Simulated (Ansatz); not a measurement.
# Hf12HCN12Cl3: the cost of one run

Program: Ansatz 0.2.0. Level of theory: DFT PBE+D3(BJ), scalar-relativistic, plane waves, PAW. These are calculated values, not measurements.

2 further runs of the same task are left out: 2 set aside as unsound or not needed.

## (1) The structure to begin with

Symmetry: P3m1, No. 156, trigonal system. The conventional cell has a = 3.194 Å, b = 3.194 Å, c = 22.520 Å, α = 90.00°, β = 90.00°, γ = 120.00°. Around N (site symmetry 3m) lie 3 Hf at 2.26 Å. Around Hf (site symmetry 3m) lie 6 N at 2.26 Å. Around N (site symmetry 3m) lie 6 Hf at 2.26 to 2.29 Å. Hf (site symmetry 3m) has 6 N at 2.23 to 2.29 Å as nearest neighbours. N (site symmetry 3m) has 6 Hf at 2.23 to 2.26 Å as nearest neighbours. Hf (site symmetry 3m) is surrounded by 3 N at 2.26 Å.

Structure file:

```cif
data_structure
_symmetry_space_group_name_H-M 'P 1'
_symmetry_Int_Tables_number 1
_cell_length_a 6.3878
_cell_length_b 6.3878
_cell_length_c 22.5195
_cell_angle_alpha 90.000
_cell_angle_beta 90.000
_cell_angle_gamma 120.000
_cell_volume 795.78
loop_
_atom_site_label
_atom_site_type_symbol
_atom_site_fract_x
_atom_site_fract_y
_atom_site_fract_z
_atom_site_occupancy
N1 N 0.16667 0.33333 0.35525 1
N2 N 0.16667 0.83333 0.35525 1
N3 N 0.66667 0.33333 0.35525 1
N4 N 0.66667 0.83333 0.35525 1
Hf1 Hf 0.33333 0.16667 0.41315 1
Hf2 Hf 0.33333 0.66667 0.41315 1
Hf3 Hf 0.83333 0.16667 0.41315 1
Hf4 Hf 0.83333 0.66667 0.41315 1
N5 N 0.50000 0.50000 0.47105 1
N6 N 0.50000 0.00000 0.47105 1
N7 N 0.00000 0.50000 0.47105 1
N8 N 0.00000 0.00000 0.47105 1
Hf5 Hf 0.66667 0.33333 0.53128 1
Hf6 Hf 0.66667 0.83333 0.53128 1
Hf7 Hf 0.16667 0.33333 0.53128 1
Hf8 Hf 0.16667 0.83333 0.53128 1
N9 N 0.83333 0.66667 0.58691 1
N10 N 0.83333 0.16667 0.58691 1
N11 N 0.33333 0.66667 0.58691 1
N12 N 0.33333 0.16667 0.58691 1
Hf9 Hf 0.00000 0.50000 0.64517 1
Hf10 Hf 0.00000 0.00000 0.64517 1
Hf11 Hf 0.50000 0.50000 0.64517 1
Hf12 Hf 0.50000 0.00000 0.64517 1
```

Miller indices refer to the conventional cell of the relaxed bulk, Fm-3m (No. 225): a = 4.517 Å, b = 4.517 Å, c = 4.517 Å, α = 90.00°, β = 90.00°, γ = 90.00°.

This (111) slab, 6.5 Å thick as cut, with 16 Å of vacuum, in a 2×2 surface cell; its outer planes are Hf (top) and N (bottom), was relaxed beforehand with its lower half held: -193292.0563 eV, work function 4.49 eV (top face), 8.37 eV (bottom face), dipole along +c 0.758 e·Å per cell.

## (2) CHCl3, donor, over a top (Hf) site

input.yaml

```yaml
crystal:
  lattice:
    - [6.3878118675, 0.0, 0.0]
    - [-3.1939059338, 5.5320073519, 0.0]
    - [0.0, 0.0, 26.9447331868]
  atoms:
    - { symbol: "N", position: [0.1666666667, 0.3333333333, 0.2969040348] }
    - { symbol: "N", position: [0.1666666667, 0.8333333333, 0.2969040348] }
    - { symbol: "N", position: [0.6666666667, 0.3333333333, 0.2969040348] }
    - { symbol: "N", position: [0.6666666667, 0.8333333333, 0.2969040348] }
    - { symbol: Hf, position: [0.3333333333, 0.1666666667, 0.3452959275] }
    - { symbol: Hf, position: [0.3333333333, 0.6666666667, 0.3452959275] }
    - { symbol: Hf, position: [0.8333333333, 0.1666666667, 0.3452959275] }
    - { symbol: Hf, position: [0.8333333333, 0.6666666667, 0.3452959275] }
    - { symbol: "N", position: [0.5, 0.5, 0.3936878202] }
    - { symbol: "N", position: [0.5, 0.0, 0.3936878202] }
    - { symbol: "N", position: [0.0, 0.5, 0.3936878202] }
    - { symbol: "N", position: [0.0, 0.0, 0.3936878202] }
    - { symbol: Hf, position: [0.6666666667, 0.3333333333, 0.4440273634] }
    - { symbol: Hf, position: [0.6666666667, 0.8333333333, 0.4440273634] }
    - { symbol: Hf, position: [0.1666666667, 0.3333333333, 0.4440273634] }
    - { symbol: Hf, position: [0.1666666667, 0.8333333333, 0.4440273634] }
    - { symbol: "N", position: [0.8333333333, 0.6666666667, 0.4905217767] }
    - { symbol: "N", position: [0.8333333333, 0.1666666667, 0.4905217767] }
    - { symbol: "N", position: [0.3333333333, 0.6666666667, 0.4905217767] }
    - { symbol: "N", position: [0.3333333333, 0.1666666667, 0.4905217767] }
    - { symbol: Hf, position: [0.0, 0.5, 0.5392096601] }
    - { symbol: Hf, position: [0.0, 0.0, 0.5392096601] }
    - { symbol: Hf, position: [0.5, 0.5, 0.5392096601] }
    - { symbol: Hf, position: [0.5, 0.0, 0.5392096601] }
    - { symbol: Cl, position: [0.2103481863, 0.4340903095, 0.7509467725] }
    - { symbol: C, position: [0.007443119, 0.5228569397, 0.726752805] }
    - { symbol: Cl, position: [0.0, 0.5, 0.6609403144] }
    - { symbol: Cl, position: [-0.2870127811, 0.3305617649, 0.7509467725] }
    - { symbol: H, position: [0.0692150979, 0.7124731489, 0.7376269152] }
basis:
  ecutwfc: 420
kpoints:
  mp_grid: { grid: [4, 4, 1] }
hamiltonian:
  xc: pbe
  dispersion: d3bj
scf:
  occupations: { method: gaussian, width: 0.1 }
output:
  forces: true
  eigenvalues: true
relax:
  adjacent_minimum: "off"
  f_tol: 0.04
  max_steps: 100
  constraints: [{ sites: [0, 1, 2, 3, 4, 5, 6, 7, 8, 9, 10, 11] }]
efield:
  axis: 3
  dipole_correction: true
  ramp_width: 0.04
```

Launch:

```console
$ ansatz run input.yaml --threads 4 --pin off --max-ram 12288MiB --backend cpu --events-out ev --progress --plain --runs-dir out
```

Q: Estimate wall time and peak memory on 4 threads of Intel Xeon Platinum 8375C at 2.90GHz (Ice Lake), shared host.

About 49 min, with a peak of 4.9 GiB.
